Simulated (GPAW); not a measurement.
The system is CsLiCr2Te2S3.

```
Cs Li Cr Te S
1.0
     3.31929    1.91639    6.87982
    -3.31929    1.91639    6.87982
     0.00000   -3.83279    6.87982
Cs Li Cr Te S
1 1 2 2 3
Direct
  0.00000 0.00000 0.00000
  0.50000 0.50000 0.50000
  0.79848 0.79848 0.79848
  0.20152 0.20152 0.20152
  0.67990 0.67990 0.67990
  0.32010 0.32010 0.32010
  0.13626 0.86374 0.50000
  0.50000 0.13626 0.86374
  0.86374 0.50000 0.13626
```

The cell was built by a generator and needn't be a form met in nature.

Base run:

```yaml
Program: GPAW 26.7.0
Functional: PBE
Potentials_or_basis: GPAW PAW data sets (gpaw-data 1.2.1)
Cutoff: 800 eV
Basis: pw
k_mesh: 4 × 4 × 4
Occupations: fermi-dirac, width 0.05 eV
Spin: collinear spin, ferromagnetic start
Starting_moments: "[0.0, 0.0, 3.0, 3.0, 0.0, 0.0, 0.0, 0.0, 0.0] μB"
```

Its results: pressure 0.2 GPa; net moment 4.00 μB per cell; site moments Cs -0.01; Li +0.01; Cr +2.24; Te -0.20; S -0.07 μB; largest force 0.113 eV/Å.

Question: After a change of settings the same cell gave: pressure 3.2 GPa; net moment 4.14 μB per cell; site moments Cs -0.01; Li +0.00; Cr +3.04; Te -0.39; S -0.19 μB; largest force 1.117 eV/Å. Which change was it?
A. k mesh from 4 × 4 × 4 to 3 × 3 × 3; dispersion from none to D4
B. hubbard terms from none to Cr d U = 3 eV
C. k mesh from 4 × 4 × 4 to 3 × 3 × 3; dispersion from none to D3(BJ)
D. hubbard terms from none to Cr d U = 2 eV

Answer: B.

Caveats: only a ferromagnetic start was run, and an antiferromagnetic order may lie lower in energy; forces of over 1 eV/Å show positions far from the minimum, so gaps and moduli don't describe the material at rest (some runs).
